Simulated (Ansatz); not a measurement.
# AlGaHF (singlet): wave-function methods side by side, cc-pVTZ

An exercise on one series of results from a longer session: the logs are not shown, and one member is left open.

Program: Ansatz 0.2.0, Gaussian basis. Level of theory: cc-pVTZ, core rule «outside noble gas», up to 20 orbitals frozen. These are calculated values, not measurements.

To be run: UHF; CCSD(T) on RHF; CCSD(T) on UHF; BCCD(T) on RHF; CCSDT(Q) on RHF; CCSDT(Q) on UHF.

4 further runs of the same task are left out: 4 set aside as unsound or not needed. Runs told in other sessions of the task aren't counted.

### The system

The geometry is a PBE0/def2-TZVP stationary point (not a proven minimum). No spin-orbit coupling is included. The filled d shell of Ga may be among the frozen orbitals whatever the setting's name suggests.

4 atoms, charge 0, spin multiplicity 1.

Atoms are counted from 1 here; the program's logs count them from 0.

Bond lengths: Al1–H4 1.648 Å, Ga2–F3 1.770 Å.

Set-up of the first run:

in.yaml

```yaml
crystal:
  periodic: [false, false, false]
  atoms:
    - {symbol: Al, position_ang: [0.000000, -0.316483, 2.307778]}
    - {symbol: Ga, position_ang: [0.000000, 0.239515, -0.387410]}
    - {symbol: F, position_ang: [0.000000, -0.498414, -1.995707]}
    - {symbol: H, position_ang: [0.000000, 1.298269, 2.638305]}
basis:
  gaussian: {orbitals: cc-pVTZ}
magnetization: {spin_polarized: true, initial_magnetization: 0}
hamiltonian: {xc: hf}
output: {orbitals: {seedname: orbitals}}
```

Run with:

```bash
ansatz run in.yaml --threads 1 --pin off --events-out ev --progress --plain --max-ram 2560MiB --backend cpu
```

Steps of the session up to this table: UHF; CCSD(T) on RHF; CCSD(T) on UHF; BCCD(T) on RHF; CCSDT(Q) on RHF; CCSDT(Q) on UHF.

One of the session's tables, all rows but one given; the rest of the session is left out.

| method | from RCCSDT(Q) (kJ/mol) |
| --- | --- |
| RHF | +1112.7 |
| UHF | +1108.3 |
| RMP2 | ? |
| UMP2 | +122.9 |
| RCCSD | +41.3 |
| UCCSD | +43.6 |
| RCCSD(T) | +4.6 |
| UCCSD(T) | +5.7 |
| BCCD(T) | +4.0 |
| RCCSDT | +2.0 |
| UCCSDT | +2.5 |
| RCCSDT(Q) | 0 |
| UCCSDT(Q) | +0.3 |

Estimate the missing values for RMP2.

The run gave: from RCCSDT(Q) (kJ/mol): +101.9. In the column «from RCCSDT(Q) (kJ/mol)» it lies between UCCSD (+43.6) and UMP2 (+122.9).

With the free atoms at the same levels and basis (separate runs), the atomisation energy is 9.251 eV at RCCSDT(Q), 9.231 eV at RCCSD(T), 9.220 eV at UCCSD(T), 6.301 eV at RHF.

Limits of these values: Restricted and unrestricted rows rest on different reference determinants; a gap between their highest levels can come from leftover correlation error, from unlike frozen cores or from another state.
